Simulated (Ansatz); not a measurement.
Born–Oppenheimer molecular dynamics of a periodic cell of 16 atoms, C (start crystal C, start structure diamond, volume 1.1 times the crystal's). It starts from a structure without forces on its atoms.

Method: DFT LDA, scalar-relativistic, plane waves, PAW in Ansatz 0.2.0. Settings: accuracy low, cutoff 420 eV, k mesh 3x3x3, fermi-dirac smearing 0.24 eV, no spin polarisation.

* ensemble: NVT, Langevin thermostat
* time step: 0.75 fs
* steps asked: 120
* set temperature: 2800 K
* friction: 0.02 /fs
* seed: 649454

First frame:

```xyz
16
Lattice="0.0000 3.6852 3.6852 3.6852 0.0000 3.6852 3.6852 3.6852 0.0000" Properties=species:S:1:pos:R:3
C 0.000 0.000 0.000
C 0.921 0.921 0.921
C 1.843 1.843 0.000
C 2.764 2.764 0.921
C 1.843 0.000 1.843
C 2.764 0.921 2.764
C 3.685 1.843 1.843
C 4.607 2.764 2.764
C 0.000 1.843 1.843
C 0.921 2.764 2.764
C 1.843 3.685 1.843
C 2.764 4.607 2.764
C 1.843 1.843 3.685
C 2.764 2.764 4.607
C 3.685 3.685 3.685
C 4.607 4.607 4.607
```

What does the run give?

All steps were run.

```
steps done                                               : 120
time covered                                             : 90 fs
mean temperature over the second half                    : 2078 K
spread of the potential energy over the second half      : 27.5 meV per atom
mean potential energy of the second half above the start : 280.7 meV per atom
```

The mean temperature of the second half is 26 % below the set value. A run of 0.09 ps of so small a system gives no equilibrium averages. Limits of this set-up: low accuracy level.

What happens to the structure?

Mean squared displacements from the first frame to the last, about the centre of mass: C 0.02 Å². The details hang on the random start.

How do temperature and energy run in time?


```tsv
time (fs)	T (K)	potential energy less start (eV)
0.0	2625	0.000
7.5	970	4.305
15.0	1627	3.725
22.5	2144	4.645
30.0	2043	3.964
37.5	2010	3.165
45.0	1913	4.695
52.5	1877	4.566
60.0	1990	4.562
67.5	2146	4.361
75.0	2403	4.209
82.5	2284	4.440
90.0	1826	4.057
```

The run took 8.2 min on 1 thread of Arm Neoverse V2, with other jobs on the host, peak memory 0.34 GiB.
